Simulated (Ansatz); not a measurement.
# SiH4SeO: how energies converge with the basis set

Aim: see how fast density functionals converge with the basis set for SiH4SeO.

Program: Ansatz 0.2.0, Gaussian basis. Level of theory: one geometry, several basis sets. These are calculated values, not measurements.

Levels to be run: PBE0-D4/def2-SVP; ωB97M-V/def2-SVP; PBE0-D4/def2-QZVPP; ωB97M-V/def2-QZVPP; the functionals' def2-TZVPP values are taken from earlier runs.

## Step 1: Structure used throughout

The geometry comes from an earlier relaxation with PBE0-D4 in a triple-zeta def2 set; it is a stationary point, not always the lowest conformer.

SMILES `O[SiH2][SeH]`, 7 atoms, charge 0, spin multiplicity 1.

Atoms are counted from 1 here; the program's logs count them from 0.

Bond lengths: O1–Si2 1.641 Å, O1–H4 0.959 Å, Si2–Se3 2.282 Å, Si2–H5 1.484 Å, Si2–H6 1.477 Å, Se3–H7 1.468 Å. Angles: Si2–O1–H4 117.7°, O1–Si2–Se3 113.4°, O1–Si2–H5 111.9°, O1–Si2–H6 105.4°, Se3–Si2–H5 106.6°, Se3–Si2–H6 107.8°, H5–Si2–H6 111.8°, Si2–Se3–H7 92.5°.

## Step 2: PBE0-D4 in def2-SVP

File in.yaml:

```yaml
crystal:
  periodic: [false, false, false]
  atoms:
    - {symbol: O, position_ang: [-1.543388, -0.123899, -0.495724]}
    - {symbol: Si, position_ang: [-0.158801, 0.527731, 0.098112]}
    - {symbol: Se, position_ang: [1.155345, -0.979836, 1.196893]}
    - {symbol: H, position_ang: [-1.478459, -0.957297, -0.964797]}
    - {symbol: H, position_ang: [0.678720, 1.118623, -0.974948]}
    - {symbol: H, position_ang: [-0.593592, 1.544452, 1.077628]}
    - {symbol: H, position_ang: [2.001476, -1.197875, 0.017336]}
basis:
  gaussian: {orbitals: def2-SVP}
hamiltonian: {xc: pbe0, dispersion: d4}
output: {orbitals: {seedname: orbitals}}
```

Command:

```console
> ansatz run in.yaml --threads 2 --pin off --events-out ev --progress --plain --max-ram 4352MiB
```

The runs that follow: ωB97M-V in def2-SVP; PBE0-D4 in def2-QZVPP; ωB97M-V in def2-QZVPP.

Q: Predict the results of all the runs planned. Wanted: PBE0-D4: double and triple zeta above quadruple; ωB97M-V: double and triple zeta above quadruple.

As calculated:

| quantity | value |
| --- | --- |
| PBE0-D4: double and triple zeta above quadruple | 15.42, 1.78 eV |
| ωB97M-V: double and triple zeta above quadruple | 15.40, 1.71 eV |

For PBE0-D4 the step from double to triple zeta gains 13.64 eV and the next only 1.78 eV. Total energies overstate the basis error of differences, where much of it tends to cancel. The LUMO of ωB97M-V is positive and keeps falling with the basis (2.18 to 1.20 eV): an unbound level that the basis holds in place.
